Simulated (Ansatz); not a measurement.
# AsGeH5: the cost of one run

Computed with Ansatz 0.2.0, Gaussian basis. Level: PBE0-D4/def2-TZVP structures, single points in def2-TZVPP, no counterpoise correction.

Levels: SPW92, PBE-D4, BLYP-D4, r2SCAN-D4, B97M-V, PBE0-D4, B3LYP-D4, r2SCAN0-D4, BHLYP-D4, CAM-B3LYP-D4, wB97X-V, wB97M-V, B2PLYP, PBE-QIDH, RPA on PBE, Hartree-Fock, MP2, CCSD, CCSD(T).

Correlated methods freeze the cores. Filled d shells of the heavier atoms are correlated. B3LYP uses VWN-RPA correlation. B2PLYP carries no dispersion term here.

94 further runs of the same task are left out: 94 set aside as unsound or not needed.

**1. Where the work starts**

The complex: 12 atoms, charge 0, spin multiplicity 1.

Atoms are counted from 1 here; the program's logs count them from 0.

Bond lengths: Ge1–H3 1.537 Å, Ge1–H4 1.537 Å, Ge1–H5 1.536 Å, Ge1–As7 2.425 Å, Si2–H6 1.485 Å, Si2–H8 1.485 Å, Si2–H9 1.485 Å, Si2–H10 1.485 Å, As7–H11 1.523 Å, As7–H12 1.523 Å. Angles: H3–Ge1–H4 108.9°, H3–Ge1–H5 109.3°, H3–Ge1–As7 108.1°, H4–Ge1–H5 109.3°, H4–Ge1–As7 108.1°, H5–Ge1–As7 113.1°, H6–Si2–H8 109.4°, H6–Si2–H9 109.6°, H6–Si2–H10 109.6°, H8–Si2–H9 109.4°, H8–Si2–H10 109.4°, H9–Si2–H10 109.5°, Ge1–As7–H11 92.5°, Ge1–As7–H12 92.6°, H11–As7–H12 92.1°.

As a file:

```
atom    x (Å)    y (Å)    z (Å)
 Ge1  -1.4964   1.6612   0.2023
 Si2   1.1546  -1.9640   0.4361
  H3  -2.8993   1.6358  -0.4257
  H4  -1.3206   2.9781   0.9756
  H5  -1.3538   0.4796   1.1738
  H6   2.0288  -1.8093  -0.7539
 As7   0.1325   1.6207  -1.5940
  H8   1.5182  -3.2113   1.1561
  H9  -0.2639  -2.0393   0.0043
 H10   1.3360  -0.8010   1.3408
 H11  -0.1134   0.1445  -1.8751
 H12   1.2772   1.3050  -0.6406
```

Its parts: GeAsH5 holds atoms 1, 3, 4, 5, 7, 11, 12; SiH4 holds atoms 2, 6, 8, 9, 10. Each part counts its atoms afresh in its own runs.

**2. Relaxing GeAsH5 alone**

Input file relax-a/in.yaml:

```yaml
crystal:
  periodic: [false, false, false]
  atoms:
    - {symbol: Ge, position_ang: [-1.496437, 1.661245, 0.202340]}
    - {symbol: H, position_ang: [-2.899286, 1.635837, -0.425719]}
    - {symbol: H, position_ang: [-1.320641, 2.978143, 0.975644]}
    - {symbol: H, position_ang: [-1.353802, 0.479600, 1.173772]}
    - {symbol: As, position_ang: [0.132534, 1.620716, -1.593958]}
    - {symbol: H, position_ang: [-0.113416, 0.144496, -1.875128]}
    - {symbol: H, position_ang: [1.277170, 1.305026, -0.640635]}
basis:
  gaussian: {orbitals: def2-TZVP}
hamiltonian: {xc: pbe0, dispersion: d4}
relax: {f_tol: 0.005, max_steps: 200}
```

Launch:

```bash
> ansatz run in.yaml --threads 8 --pin off --events-out ev --progress --plain --max-ram 19148MiB
```

**Question.** How long does this run take on 8 threads of Arm Neoverse V2, shared host?

About 3.6 s.
